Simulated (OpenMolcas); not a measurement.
# Pt³⁺ among point charges: CASSCF and CASPT2 levels and susceptibility

How does a field of 6 point charges split the states of Pt³⁺, and what χT follows?

Method: state-averaged CASSCF and CASPT2, spin-orbit coupling by RASSI with atomic mean-field integrals. Code: OpenMolcas 26.06.

### 1 Starting point

```
Species                           : Pt³⁺ (platinum, Z = 78, 75 electrons)
Basis                             : ANO-RCC-VDZP [7s6p4d2f], 59 functions
Scalar Hamiltonian                : DKH2, point nucleus
Inactive shells                   : 1s 2s 2p 3s 3p 3d 4s 4p 4d 4f 5s 5p
Active space                      : 7 electrons in 5 orbitals (5d)
Some configurations of this space : 5d7
Orbitals                          : optimised for each spin and parity, averaged over all roots
```

The outer shells:

5d7
```
5d [↑↓][↑↓][↑ ][↑ ][↑ ]
```

The ion sits among 6 point charges of -0.65 e arranged as a tetragonal octahedron (D4h), 1.99 Å from the ion, with the axial distance 2.308 Å.

The work runs as a chain of OpenMolcas steps in one folder; each step below is one input file. Labels, J, g values, rates, χT and fits are worked out afterwards by a script from the matrices that RASSI stores. The input lists half of the charges; inversion (Group=XYZ) makes the rest.

### 2 GATEWAY and SEWARD: basis and integrals

a.inp

```
&GATEWAY
Coord
1

Pt 0.0 0.0 0.0
Basis=ANO-RCC-VDZP
Group=XYZ
NoMove
AngMom=0.0 0.0 0.0
AMFI
XField
3 Angstrom 0
1.990000 0.000000 0.000000 -0.650000
0.000000 1.990000 0.000000 -0.650000
0.000000 0.000000 2.308400 -0.650000
&SEWARD
```

Launch:

```sh
> OMP_NUM_THREADS=1 MOLCAS_MEM=1689 MOLCAS_PROJECT=a pymolcas a.inp > a.log
```

### 3 CASSCF: quartets of even parity, 10 roots

a.inp

```
&RASSCF
FileOrb=start.orb
Symmetry=1
Spin=4
nActEl=7 0 0
Inactive=15 19
Ras2=5 0
CIRoot=10 10 1
SDav=10
CIMx=300
Iter=120 100
PrWF=0.3
OrbListing=Nothing
MaxOrb=0
>>> COPY $Project.JobIph JOB001
```

start.orb holds the contracted functions of the basis, ordered by shell, or the orbitals of the step before.

### 4 Reference wave functions, doublets of even parity, 40 roots

a.inp

```
&RASSCF
FileOrb=start.orb
Symmetry=1
Spin=2
nActEl=7 0 0
Inactive=15 19
Ras2=5 0
CIRoot=40 40 1
SDav=40
CIMx=300
Iter=120 100
PrWF=0.3
OrbListing=Nothing
MaxOrb=0
>>> COPY $Project.JobIph JOB002
```

### 5 RASSI: spin-orbit coupling between the states

a.inp

```
&RASSI
NrOfJobIphs=2 10 40
1 2 3 4 5 6 7 8 9 10
1 2 3 4 5 6 7 8 9 10 11 12 13 14 15 16 17 18 19 20 21 22 23 24 25 26 27
28 29 30 31 32 33 34 35 36 37 38 39 40
IphNames
JOB001
JOB002
EJob
SpinOrbit
DIPRint=1.0
SOCoupling=1000.0
Subsets=2
Property=9
'ANGMOM' 1 'ANGMOM' 2 'ANGMOM' 3 'MLTPL  1' 1 'MLTPL  1' 2 'MLTPL  1' 3
'AMFI' 1 'AMFI' 2 'AMFI' 3
SOProperty=3
'ANGMOM' 1 'ANGMOM' 2 'ANGMOM' 3
```

### 6 CASPT2: IPEA 0.25, imaginary shift 0.1 (closed shells correlated: 5s 5p)

a.inp

```
>>> COPY JOB001 $Project.JobIph
&CASPT2
Multistate=10 1 2 3 4 5 6 7 8 9 10
NoMult
Frozen=14 16
IPEA=0.25
Imaginary=0.1
MaxIter=60
WThr=0.0 0.3 0.05
PrWF=0.5
NoMix
>>> COPY JOB002 $Project.JobIph
&CASPT2
Multistate=40 1 2 3 4 5 6 7 8 9 10 11 12 13 14 15 16 17 18 19 20 21 22
23 24 25 26 27 28 29 30 31 32 33 34 35 36 37 38 39 40
NoMult
Frozen=14 16
IPEA=0.25
Imaginary=0.1
MaxIter=60
WThr=0.0 0.3 0.05
PrWF=0.5
NoMix
```

(Steps that only read results are left out.)

**Question.** What will these runs give? Wanted: spin-free ground state; first state of the same spin within the active space; lowest level; next level.

As calculated:

| quantity | value |
| --- | --- |
| method | SS-CASPT2, IPEA 0.25, imaginary shift 0.1 (closed shells correlated: 5s 5p) |
| spin-free ground state | 4A2, 1-fold in its orbital part |
| first state of the same spin within the active space | 4E at 632 cm⁻¹ |
| lowest level | 2-fold E1/2, g = 1.67, 6.25, 6.25 |
| next level | 535.7 cm⁻¹ |
| χT at 300 K | 4.08 cm³ K/mol |
| effective moment at 300 K | 5.71 μB |

Cost by method:

```tsv
method	time of its own steps	time with the reference
A. CASSCF	11 s	11 s
B. SS-CASPT2, IPEA 0.25, imaginary shift 0.1, +5s 5p	4.1 s	15 s
```

Times are of one thread on a shared host.

In words: The spin-free ground state (4A2) comes to 98 % from free-ion F terms and keeps the highest spin of the shell. χT at 300 K is 4.08, against 1.88 cm³ K/mol for the spin alone, so orbital moment adds to it. An active space of the d shell alone favours high spin; real ions in strong fields can be low spin. The field of point charges can differ much from that of real complexes. With metal d orbitals alone active, the gaps between spin states are rough; where two lie within a few thousand cm-1, their order is open. This is an electrostatic model: the charges have no orbitals.
